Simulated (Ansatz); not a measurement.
# AlHSe (singlet): density functionals in def2-QZVPP

What do functionals of several rungs give for AlHSe (singlet)?

The runs use Ansatz 0.2.0, Gaussian basis; def2-QZVPP, all electrons in the functionals, frozen cores in the correlation of double hybrids and RPA.

To be run: PBE, BLYP, r2SCAN, B97M-V, PBE0, B3LYP, wB97M-V, B2PLYP.

2 further runs of the same task are left out: 2 set aside as unsound or not needed.

## 1. What is computed

The geometry is a PBE0/def2-TZVP stationary point (not a proven minimum). No spin-orbit coupling is included. The filled d shell of Se may be among the frozen orbitals whatever the setting's name suggests; the logs give the count.

3 atoms, charge 0, spin multiplicity 1.

Atoms are counted from 1 here; the program's logs count them from 0.

Bond lengths: Al1–Se2 2.309 Å, Se2–H3 1.468 Å. Angles: Al1–Se2–H3 180.0°.

No dispersion term is added; B97M-V, wB97M-V hold VV10 nonlocal correlation. B3LYP takes the VWN-RPA correlation.

## 2. PBE (restricted)

File in.yaml:

```yaml
crystal:
  periodic: [false, false, false]
  atoms:
    - {symbol: Al, position_ang: [0.000000, 0.000000, 2.028633]}
    - {symbol: Se, position_ang: [0.000000, 0.000000, -0.280267]}
    - {symbol: H, position_ang: [0.000000, 0.000000, -1.748367]}
basis:
  gaussian: {orbitals: "def2-QZVPP.json"}
hamiltonian: {xc: {name: PBE}}
output: {orbitals: {seedname: orbitals}}
```

Command:

```console
$ ansatz run in.yaml --threads 1 --pin off --events-out ev --progress --plain --max-ram 2393MiB
```

Log:

```text
Functional definition: PBE
  name "PBE"
  cite "Perdew, Burke & Ernzerhof, Phys. Rev. Lett. 77, 3865 (1996) doi:10.1103/PhysRevLett.77.3865"
  parent pbe
  parameter kappa = 0.804
  parameter beta = 0.06672455060314922
  exchange = pbe_x(kappa = kappa, mu = beta*pi^2/3)
  correlation = pbe_c(beta = beta)
908 factors; their error is unknown
mean field evaluation 1: about -71949.4021 eV, gradient 2.0e1 eV
mean field evaluation 2: about -71926.6483 eV, gradient 7.7e1 eV
mean field evaluation 4: about -71950.9470 eV, gradient 5.9e0 eV
mean field evaluation 8: about -71951.0414 eV, gradient 1.1e-1 eV
mean field -71951.04140398 eV, -2644.1520014286 hartree, gradient 3.9e-5 eV, S^2 0.000000; 0 other end points of the search recorded, 0 dependent functions left out
reference -71951.04143940 eV, -2644.1520027303 hartree; 24, 24 occupied and 165, 165 virtual orbitals, 908 factors
Total energy: -71951.04143940 eV, -2644.1520027303 hartree
```

It took 1.5 s on 1 thread of Intel Xeon 6975P-C, shared host.

## 3. BLYP (restricted)

Changes to in.yaml since step 2:

```diff
@@ -8,3 +8,2 @@
   gaussian: {orbitals: "def2-QZVPP.json"}
-hamiltonian: {xc: {name: PBE}}
-output: {orbitals: {seedname: orbitals}}
+hamiltonian: {xc: {name: BLYP}}
```

Same command.

Log:

```text
Functional definition: BLYP
  name "BLYP"
  cite "Becke, Phys. Rev. A 38, 3098 (1988) doi:10.1103/PhysRevA.38.3098"
  cite "Lee, Yang & Parr, Phys. Rev. B 37, 785 (1988) doi:10.1103/PhysRevB.37.785"
  parameter beta = 0.0042
  parameter a = 0.04918
  parameter b = 0.132
  parameter c = 0.2533
  parameter d = 0.349
  exchange = b88_x(beta = beta)
  correlation = lyp_c(a = a, b = b, c = c, d = d)
908 factors; their error is unknown
mean field evaluation 1: about -71964.0411 eV, gradient 2.1e1 eV
mean field evaluation 2: about -71937.4512 eV, gradient 8.2e1 eV
mean field evaluation 4: about -71965.7115 eV, gradient 6.2e0 eV
mean field evaluation 8: about -71965.8179 eV, gradient 1.1e-1 eV
mean field -71965.81794881 eV, -2644.6950294352 hartree, gradient 5.2e-5 eV, S^2 0.000000; 0 other end points of the search recorded, 0 dependent functions left out
reference -71965.81821374 eV, -2644.6950391714 hartree; 24, 24 occupied and 165, 165 virtual orbitals, 908 factors
Total energy: -71965.81821374 eV, -2644.6950391714 hartree
```

It took 1.6 s on 1 thread of Intel Xeon 6975P-C, shared host.

## 4. r2SCAN (restricted)

Changes to in.yaml since step 3:

```diff
@@ -8,2 +8,2 @@
   gaussian: {orbitals: "def2-QZVPP.json"}
-hamiltonian: {xc: {name: BLYP}}
+hamiltonian: {xc: {name: r2SCAN}}
```

The command is unchanged.

Log:

```text
Functional definition: r2SCAN
  name "r2SCAN"
  cite "Furness, Kaplan, Ning, Perdew & Sun, J. Phys. Chem. Lett. 11, 8208 (2020) doi:10.1021/acs.jpclett.0c02405"
  cite "Furness, Kaplan, Ning, Perdew & Sun, J. Phys. Chem. Lett. 11, 9248 (2020) doi:10.1021/acs.jpclett.0c03077"
  parent r2scan
  parameter k0 = 0.174
  parameter k1 = 0.065
  parameter a1 = 4.9479
  exchange = r2scan_x(k0 = k0, k1 = k1, a1 = a1)
  correlation = r2scan_c
908 factors; their error is unknown
mean field evaluation 1: about -71961.8346 eV, gradient 1.9e1 eV
mean field evaluation 2: about -71948.5159 eV, gradient 6.2e1 eV
mean field evaluation 4: about -71963.2031 eV, gradient 4.7e0 eV
mean field evaluation 8: about -71963.2636 eV, gradient 4.2e-2 eV
mean field evaluation 16: about -71963.2566 eV, gradient 5.0e-5 eV
mean field -71963.25656371 eV, -2644.6009002689 hartree, gradient 5.0e-5 eV, S^2 0.000000; 0 other end points of the search recorded, 0 dependent functions left out
reference -71963.25657483 eV, -2644.6009006777 hartree; 24, 24 occupied and 165, 165 virtual orbitals, 908 factors
Total energy: -71963.25657483 eV, -2644.6009006777 hartree
```

It took 2.7 s on 1 thread of Intel Xeon 6975P-C, shared host.

## 5. B97M-V (restricted)

Changes to in.yaml since step 4:

```diff
@@ -8,2 +8,2 @@
   gaussian: {orbitals: "def2-QZVPP.json"}
-hamiltonian: {xc: {name: r2SCAN}}
+hamiltonian: {xc: {name: B97M-V}}
```

Same command.

Log, shortened:

```text
Functional definition: B97M-V
  name "B97M-V"
  cite "Mardirossian & Head-Gordon, J. Chem. Phys. 142, 074111 (2015) doi:10.1063/1.4907719"
  cite "Becke, J. Chem. Phys. 107, 8554 (1997) doi:10.1063/1.475007"
  cite "Vydrov & Van Voorhis, J. Chem. Phys. 133, 244103 (2010) doi:10.1063/1.3521275"
  # Of w^i u^j: cxij and so on, Table III.
[...]
  gx(w, u) = cx00 + cx01*u + cx02*u^2 + (cx10 + cx11*u)*w
  gss(w, u) = css00 + css02*u^2 + css10*w + (css32*w^3 + css42*w^4)*u^2
  gos(w, u) = cos00 + cos01*u + cos03*u^3 + cos10*w + cos32*w^3*u^2
[...]
      + integral(e_c_pw_mod_opposite_spin*gos(b97_w_opposite, b97_u_opposite)) + vv10(b, c)
908 factors; their error is unknown
[...]
mean field -71950.70080840 eV, -2644.1394847721 hartree, gradient 5.1e-5 eV, S^2 0.000000; 0 other end points of the search recorded, 0 dependent functions left out
reference -71950.70086158 eV, -2644.1394867264 hartree; 24, 24 occupied and 165, 165 virtual orbitals, 908 factors
Total energy: -71950.70086158 eV, -2644.1394867264 hartree
```

Run time: 5.5 s. Hardware: 1 thread of Intel Xeon 6975P-C, shared host; peak memory 0.26 GiB.

## 6. PBE0 (restricted)

Changes to in.yaml since step 5:

```diff
@@ -8,2 +8,3 @@
   gaussian: {orbitals: "def2-QZVPP.json"}
-hamiltonian: {xc: {name: B97M-V}}
+hamiltonian: {xc: {name: PBE0}}
+output: {orbitals: {seedname: orbitals}}
```

Launched as before.

Log:

```text
Functional definition: PBE0
  name "PBE0"
  cite "Adamo & Barone, J. Chem. Phys. 110, 6158 (1999) doi:10.1063/1.478522"
  cite "Perdew, Burke & Ernzerhof, Phys. Rev. Lett. 77, 3865 (1996) doi:10.1103/PhysRevLett.77.3865"
  parent pbe
  parameter a = 0.25
  parameter kappa = 0.804
  parameter beta = 0.06672455060314922
  exchange = (1 - a)*pbe_x(kappa = kappa, mu = beta*pi^2/3) + a*exact_x
  correlation = pbe_c(beta = beta)
1025 factors; their error is unknown
mean field evaluation 1: about -71952.1135 eV, gradient 1.7e1 eV
mean field evaluation 2: about -71949.6093 eV, gradient 3.2e1 eV
mean field evaluation 4: about -71953.3205 eV, gradient 1.6e0 eV
mean field evaluation 8: about -71953.5326 eV, gradient 1.2e-2 eV
mean field -71953.53263658 eV, -2644.2435525381 hartree, gradient 1.5e-5 eV, S^2 0.000000; 0 other end points of the search recorded, 0 dependent functions left out
reference -71953.53266306 eV, -2644.2435535112 hartree; 24, 24 occupied and 165, 165 virtual orbitals, 1025 factors
Total energy: -71953.53266306 eV, -2644.2435535112 hartree
```

Wall time 2.5 s (1 thread of Intel Xeon 6975P-C, shared host); peak memory 0.4 GiB.

## 7. B3LYP (restricted)

Changes to in.yaml since step 6:

```diff
@@ -8,3 +8,2 @@
   gaussian: {orbitals: "def2-QZVPP.json"}
-hamiltonian: {xc: {name: PBE0}}
-output: {orbitals: {seedname: orbitals}}
+hamiltonian: {xc: {name: B3LYP}}
```

Same command.

Log:

```text
Functional definition: B3LYP
  name "B3LYP"
  cite "Stephens, Devlin, Chabalowski & Frisch, J. Phys. Chem. 98, 11623 (1994) doi:10.1021/j100096a001"
  cite "Becke, Phys. Rev. A 38, 3098 (1988) doi:10.1103/PhysRevA.38.3098"
  cite "Lee, Yang & Parr, Phys. Rev. B 37, 785 (1988) doi:10.1103/PhysRevB.37.785"
  cite "Vosko, Wilk & Nusair, Can. J. Phys. 58, 1200 (1980) doi:10.1139/p80-159"
  parameter a0 = 0.2
  parameter ax = 0.72
  parameter ac = 0.81
  exchange = (1 - a0 - ax)*slater_x + ax*b88_x + a0*exact_x
  correlation = (1 - ac)*vwn_rpa_c + ac*lyp_c
999 factors; their error is unknown
mean field evaluation 1: about -71964.5433 eV, gradient 1.8e1 eV
mean field evaluation 2: about -71959.6835 eV, gradient 4.1e1 eV
mean field evaluation 4: about -71965.9156 eV, gradient 2.4e0 eV
mean field evaluation 8: about -71966.0909 eV, gradient 1.4e-2 eV
mean field -71966.09088322 eV, -2644.7050595899 hartree, gradient 1.4e-5 eV, S^2 0.000000; 0 other end points of the search recorded, 0 dependent functions left out
reference -71966.09108216 eV, -2644.7050669007 hartree; 24, 24 occupied and 165, 165 virtual orbitals, 999 factors
Total energy: -71966.09108216 eV, -2644.7050669007 hartree
```

It took 2.6 s on 1 thread of Intel Xeon 6975P-C, shared host; peak memory 0.39 GiB.

## 8. wB97M-V (restricted)

Changes to in.yaml since step 7:

```diff
@@ -8,2 +8,3 @@
   gaussian: {orbitals: "def2-QZVPP.json"}
-hamiltonian: {xc: {name: B3LYP}}
+hamiltonian: {xc: {name: wB97M-V}}
+output: {orbitals: {seedname: orbitals}}
```

The command is unchanged.

Log, shortened:

```text
Functional definition: wB97M-V
  name "wB97M-V"
  cite "Mardirossian & Head-Gordon, J. Chem. Phys. 144, 214110 (2016) doi:10.1063/1.4952647"
  cite "Becke, J. Chem. Phys. 107, 8554 (1997) doi:10.1063/1.475007"
  cite "Vydrov & Van Voorhis, J. Chem. Phys. 133, 244103 (2010) doi:10.1063/1.3521275"
  # Of w^i u^j: cxij and so on, Table III.
[...]
  gx(w, u) = 1 - cx + cx01*u + cx10*w
  gss(w, u) = css00 + css04*u^4 + css10*w + css20*w^2 + css43*w^4*u^3
  gos(w, u) = cos00 + cos10*w + (cos20 + cos21*u)*w^2 + (cos60 + cos61*u)*w^6
[...]
      + integral(e_c_pw_mod_opposite_spin*gos(b97_w_opposite, b97_u_opposite)) + vv10(b, c)
957 factors; their error is unknown
187 factors; integrals over basis functions are off by at most 4.0e-5 eV
[...]
mean field -71960.29892783 eV, -2644.4922091554 hartree, gradient 8.2e-5 eV, S^2 0.000000; 0 other end points of the search recorded, 0 dependent functions left out
reference -71960.29897059 eV, -2644.4922107267 hartree; 24, 24 occupied and 165, 165 virtual orbitals, 957 factors
Total energy: -71960.29897059 eV, -2644.4922107267 hartree
```

Wall time 6.5 s (1 thread of Intel Xeon 6975P-C, shared host); peak memory 0.48 GiB.

## 9. B2PLYP (restricted)

Changes to in.yaml since step 8:

```diff
@@ -8,3 +8,3 @@
   gaussian: {orbitals: "def2-QZVPP.json"}
-hamiltonian: {xc: {name: wB97M-V}}
-output: {orbitals: {seedname: orbitals}}
+hamiltonian: {xc: {name: B2PLYP}}
+correlation: {electrons: outside_noble_gas}
```

Same command.

Log, shortened:

```text
Functional definition: B2PLYP
  name "B2PLYP"
  cite "Grimme, J. Chem. Phys. 124, 034108 (2006) doi:10.1063/1.2148954"
  cite "Becke, Phys. Rev. A 38, 3098 (1988) doi:10.1103/PhysRevA.38.3098"
  cite "Lee, Yang & Parr, Phys. Rev. B 37, 785 (1988) doi:10.1103/PhysRevB.37.785"
[...]
1178 factors; integrals over basis functions are off by at most 1.1e-3 eV
[...]
mean field -71947.85721950 eV, -2644.0349848073 hartree, gradient 9.1e-6 eV, S^2 0.000000; 0 other end points of the search recorded, 0 dependent functions left out
19 core orbitals not correlated: weight in the atoms' cores, before any rotation towards them, 1.000 or more for the frozen orbitals, at most 0.000 for the correlated occupied ones
reference -71947.85734473 eV, -2644.0349894097 hartree; 5, 5 occupied and 165, 165 virtual orbitals, 1178 factors
second order -7.98623093 eV of doubles, -0.00000000 eV of singles
Total energy: -71950.01362709 eV, -2644.1142313245 hartree
```

Run time: 6 s. Hardware: 1 thread of Intel Xeon 6975P-C, shared host; peak memory 0.42 GiB.

## 10. Side by side

| functional | energy (eV) | ⟨S²⟩ | time |
| --- | --- | --- | --- |
| PBE | -71951.0414 | 0.000 | 1.5 s |
| BLYP | -71965.8182 | 0.000 | 1.6 s |
| r2SCAN | -71963.2566 | 0.000 | 2.7 s |
| B97M-V | -71950.7009 | 0.000 | 5.5 s |
| PBE0 | -71953.5327 | 0.000 | 2.5 s |
| B3LYP | -71966.0911 | 0.000 | 2.6 s |
| wB97M-V | -71960.2990 | 0.000 | 6.5 s |
| B2PLYP | -71950.0136 | 0.000 | 6 s |

Orbital levels of the runs that wrote orbitals: PBE HOMO -6.05, LUMO -2.32 eV; PBE0 HOMO -7.10, LUMO -1.64 eV; wB97M-V HOMO -9.14, LUMO 0.01 eV.

## 11. Results

```
                quantity                     value
spread of total energies                   16.1 eV
       quickest, slowest  PBE 1.5 s, wB97M-V 6.5 s
```

Total energies of different functionals can't be ranked; only differences within one functional count.
